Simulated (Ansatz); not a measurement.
BiTe:

```xyz
2
Lattice="2.4227 1.3988 3.3173 -2.4227 1.3988 3.3173 0.0000 -2.7975 3.3173" Properties=species:S:1:pos:R:3 pbc="T T T"
Bi    0.0000    0.0000    4.9759
Te    0.0000    0.0000    0.0000
```

The cell comes from a database or a generator and needn't be the stable form of this composition.

```yaml
Program: Ansatz 0.2.0
Task: relaxation of cell and atoms
Functional: PBEsol
Dispersion: D3(BJ)-ATM
Potentials_or_basis: Ansatz PAW
Cutoff: "420 eV (not typed: the program's choice for these potentials)"
k_mesh: 7 × 7 × 7
Occupations: fermi-dirac, width 0.05 eV
Spin: no spin polarisation
```

At the start: volume 33.72 Å³/atom.

Where does the relaxation end?

It ends after 6 steps and the volume is 30.30 Å³/atom (-10.1 %); space group R-3m (No. 166, to 0.05 Å).

The path:
```tsv
step	energy change (eV)	largest force (eV/Å)	volume (Å³)
1	0.0000	0.0000	67.45
2	-0.0683	0.0000	59.58
3	-0.0881	0.0000	61.81
4	-0.0919	0.0000	61.40
5	-0.0947	0.0000	60.61
6	-0.0936	0.0000	60.61
```

Final structure:
```cif
data_structure
_symmetry_space_group_name_H-M 'P 1'
_symmetry_Int_Tables_number 1
_cell_length_a 4.1073
_cell_length_b 4.1073
_cell_length_c 4.1073
_cell_angle_alpha 71.653
_cell_angle_beta 71.653
_cell_angle_gamma 71.653
_cell_volume 60.61
loop_
_atom_site_label
_atom_site_type_symbol
_atom_site_fract_x
_atom_site_fract_y
_atom_site_fract_z
_atom_site_occupancy
Bi1 Bi 0.50000 0.50000 0.50000 1
Te1 Te 0.00000 0.00000 0.00000 1
```

Caveat: the plane-wave basis is chosen anew once the cell has moved, so the energies of steps on either side of that aren't comparable; pairwise dispersion overbinds metals, which lowers pressure and volume; the PAW data sets come from PBE, with cores solved anew for the run's functional, which leaves a small shift of forces and pressure.
